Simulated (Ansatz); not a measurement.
# FH3InNS: how energies converge with the basis set

An exercise on one series of results from a longer session: the logs are not shown, and one member is left open.

Program: Ansatz 0.2.0, Gaussian basis. Level of theory: one geometry, several basis sets. These are calculated values, not measurements.

Levels to be run: PBE0-D4/def2-SVP; ωB97M-V/def2-SVP; PBE0-D4/def2-QZVPP; ωB97M-V/def2-QZVPP; the functionals' def2-TZVPP values are taken from earlier runs.

## Structure used throughout

An earlier PBE0-D4 in a triple-zeta def2 set relaxation fixed the geometry. In takes the def2 core potential; no spin-orbit term is included.

SMILES `[NH2][In]([F])[SH]`, 7 atoms, charge 0, spin multiplicity 1.

Atoms are counted from 1 here; the program's logs count them from 0.

Bond lengths: N1–In2 2.006 Å, N1–H5 1.010 Å, N1–H6 1.011 Å, In2–F3 1.950 Å, In2–S4 2.358 Å, S4–H7 1.344 Å. Angles: In2–N1–H5 116.7°, In2–N1–H6 114.0°, H5–N1–H6 109.2°, N1–In2–F3 112.9°, N1–In2–S4 133.0°, F3–In2–S4 113.8°, In2–S4–H7 93.1°.

The first run:

File in.yaml:

```yaml
crystal:
  periodic: [false, false, false]
  atoms:
    - {symbol: N, position_ang: [0.915242, 1.164517, 0.241604]}
    - {symbol: In, position_ang: [0.060770, -0.648631, 0.156323]}
    - {symbol: F, position_ang: [1.227848, -2.069565, 0.806875]}
    - {symbol: S, position_ang: [-2.121591, -1.374242, -0.364353]}
    - {symbol: H, position_ang: [0.587356, 1.852664, -0.421069]}
    - {symbol: H, position_ang: [1.926149, 1.144606, 0.226691]}
    - {symbol: H, position_ang: [-2.534474, -0.137449, -0.691770]}
basis:
  gaussian: {orbitals: def2-SVP}
hamiltonian: {xc: pbe0, dispersion: d4}
output: {orbitals: {seedname: orbitals}}
```

Among the steps run: PBE0-D4 in def2-SVP; ωB97M-V in def2-SVP; PBE0-D4 in def2-QZVPP; ωB97M-V in def2-QZVPP.

One of the session's tables, all rows but one given; the rest of the session is left out.

It belongs to the step «Functionals by basis». 

| functional | basis | HOMO (eV) | LUMO (eV) |
| --- | --- | --- | --- |
| PBE0-D4 | def2-SVP | -7.49 | -1.48 |
| PBE0-D4 | def2-TZVPP | ? | ? |
| PBE0-D4 | def2-QZVPP | -7.76 | -1.82 |
| ωB97M-V | def2-SVP | -9.71 | 0.45 |
| ωB97M-V | def2-TZVPP | -9.96 | 0.12 |
| ωB97M-V | def2-QZVPP | -10.01 | -0.15 |

Q: Estimate the row for PBE0-D4, def2-TZVPP from the others.

As computed: HOMO (eV): -7.72; LUMO (eV): -1.71. In the column «HOMO (eV)» it lies between PBE0-D4, def2-QZVPP (-7.76) and PBE0-D4, def2-SVP (-7.49).
